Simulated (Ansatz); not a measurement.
# WHO (quartet): the correlation ladder, def2-SVP

The task here is to estimate one member of a computed series from the others.

Program: Ansatz 0.2.0, Gaussian basis. Level of theory: def2-SVP, core rule «outside noble gas», up to 5 orbitals frozen. These are calculated values, not measurements.

Plan: UHF; CCSD(T) on ROHF; CCSD(T) on UHF; CISD as a restricted active space (open shells left free, so some higher excitations enter); CCSDT(Q) on ROHF; CCSDT(Q) on UHF.

22 further runs of the same task are left out: 4 for a known fault of the program, 6 that didn't finish, 12 set aside as unsound or not needed. Runs told in other sessions of the task aren't counted.

## The system

The geometry is a PBE0/def2-TZVP stationary point (not a proven minimum) of the parent state, kept for this charge and spin. No spin-orbit coupling is included. Elements past krypton take def2 core potentials.

3 atoms, charge 0, spin multiplicity 4.

Atoms are counted from 1 here; the program's logs count them from 0.

Bond lengths: W1–O2 1.921 Å, O2–H3 0.962 Å. Angles: W1–O2–H3 119.2°.

Set-up of the first run:

File in.yaml:

```yaml
crystal:
  periodic: [false, false, false]
  atoms:
    - {symbol: W, position_ang: [0.000000, 0.005553, 0.165001]}
    - {symbol: O, position_ang: [0.000000, -0.108057, -1.752846]}
    - {symbol: H, position_ang: [0.000000, 0.702391, -2.271247]}
basis:
  gaussian: {orbitals: def2-SVP}
magnetization: {spin_polarized: true, initial_magnetization: 3}
hamiltonian: {xc: hf}
output: {orbitals: {seedname: orbitals}}
```

Launch:

```bash
$ ansatz run in.yaml --threads 1 --pin off --events-out ev --progress --plain --max-ram 2393MiB
```

Steps of the session up to this table: UHF; CCSD(T) on ROHF; CCSD(T) on UHF; CISD as a restricted active space (open shells left free, so some higher excitations enter); CCSDT(Q) on ROHF; CCSDT(Q) on UHF.

One of the session's tables, all rows but one given; the rest of the session is left out.

| method | from RCCSDT(Q) (kJ/mol) |
| --- | --- |
| ROHF | +857.2 |
| UHF | +812.7 |
| RMP2 | +82.0 |
| UMP2 | +79.8 |
| RCCSD | +37.5 |
| UCCSD | +30.4 |
| RCCSD(T) | +6.5 |
| UCCSD(T) | ? |
| RCCSDT | +2.3 |
| UCCSDT | -3.4 |
| RCCSDT(Q) | 0 |
| UCCSDT(Q) | -7.3 |

Q: Estimate the row for UCCSD(T) from the others.

The run gave: from RCCSDT(Q) (kJ/mol): +1.0. In the column «from RCCSDT(Q) (kJ/mol)» it lies between RCCSDT(Q) (0) and RCCSDT (+2.3).

Not comparable, so not listed: CISD as a restricted active space (open shells left free, so some higher excitations enter) (they don't share determinant, frozen orbitals or solution with the rows shown, or repeat one).

Limits of these values: Warnings: spin contamination; large T1 diagnostic. Restricted and unrestricted rows rest on different reference determinants; a gap between their highest levels can come from leftover correlation error, from unlike frozen cores or from another state.
